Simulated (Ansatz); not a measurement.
I need energies of removing a hydrogen of BBr2HS, SMILES SB(Br)Br. Use Ansatz 0.2.0 through its Python package. Use (for the species named): B3LYP, def2-SVPD basis, multiplicity 1.

```xyz
5

S    -0.4533    1.3311    0.4912
B    -0.1050   -0.4348    0.1469
Br    1.4220   -1.2929    1.0461
Br   -1.1455   -1.4740   -1.1358
H     0.3317    1.7969   -0.5898
```

`bbr2hs_bde.py`
```python
import ansatz as az
from ase import Atoms

BASIS_SET = "def2-SVPD"
XC = "b3lyp"


def energy_of(molecule, charge=0, unpaired=0):
    calc = molecule.calculation().basis(gaussian=BASIS_SET).functional(XC)
    if charge:
        calc = calc.charge(charge)
    if unpaired:
        calc = calc.spin("collinear", total=unpaired)
    return calc.run(threads=1).report["free_energy_ev"]

def without(molecule, index):
    rest = az.Crystal.molecule()
    for i, site in enumerate(molecule.cartesian_sites):
        if i != index:
            rest = rest.atom(site.symbol, site.position_ang)
    return rest

atoms = Atoms(["S", "B", "Br", "Br", "H"], positions=[
    (-0.4533, 1.3311, 0.4912),
    (-0.105, -0.4348, 0.1469),
    (1.422, -1.2929, 1.0461),
    (-1.1455, -1.474, -1.1358),
    (0.3317, 1.7969, -0.5898),
])
bbr2hs = az.Crystal.molecule_from_ase(atoms)

whole = energy_of(bbr2hs, 0)
hydrogen = energy_of(az.Crystal.molecule().atom("H", (0, 0, 0)), 0, 1)
print(f"E(molecule) = {whole:.5f} eV, E(H) = {hydrogen:.5f} eV")
for index in [4]:
    radical = energy_of(without(bbr2hs, index), 0, 1)
    print(f"H{index}: homolysis {96.485332 * (radical + hydrogen - whole):.1f} kJ/mol")
    anion = energy_of(without(bbr2hs, index), -1)
    print(f"H{index}: loss of a proton {96.485332 * (anion - whole):.1f} kJ/mol")
```

```console
$ python bbr2hs_bde.py
E(molecule) = -151604.19387 eV, E(H) = -13.63995 eV
H4: homolysis 311.1 kJ/mol
H4: loss of a proton 1310.6 kJ/mol
```

Reading the output:
- Total energies depend on the basis set; only differences at equal settings carry meaning.
- The geometry is a force-field or estimated start, not a minimum of this method, and the basis set is short of its limit. All parts are taken at fixed geometry, without zero-point energy.
- b3lyp holds the VWN-RPA fit, as in Gaussian; the form of ORCA and Turbomole is b3lyp5.
- The spin-orbit lowering of heavy atoms is left out.
- Timing: 28 s on 1 thread of Arm Neoverse V1 (shared host), peak memory 0.57 GiB.

(Lines on the test bed's own set-up are left out of the output.)
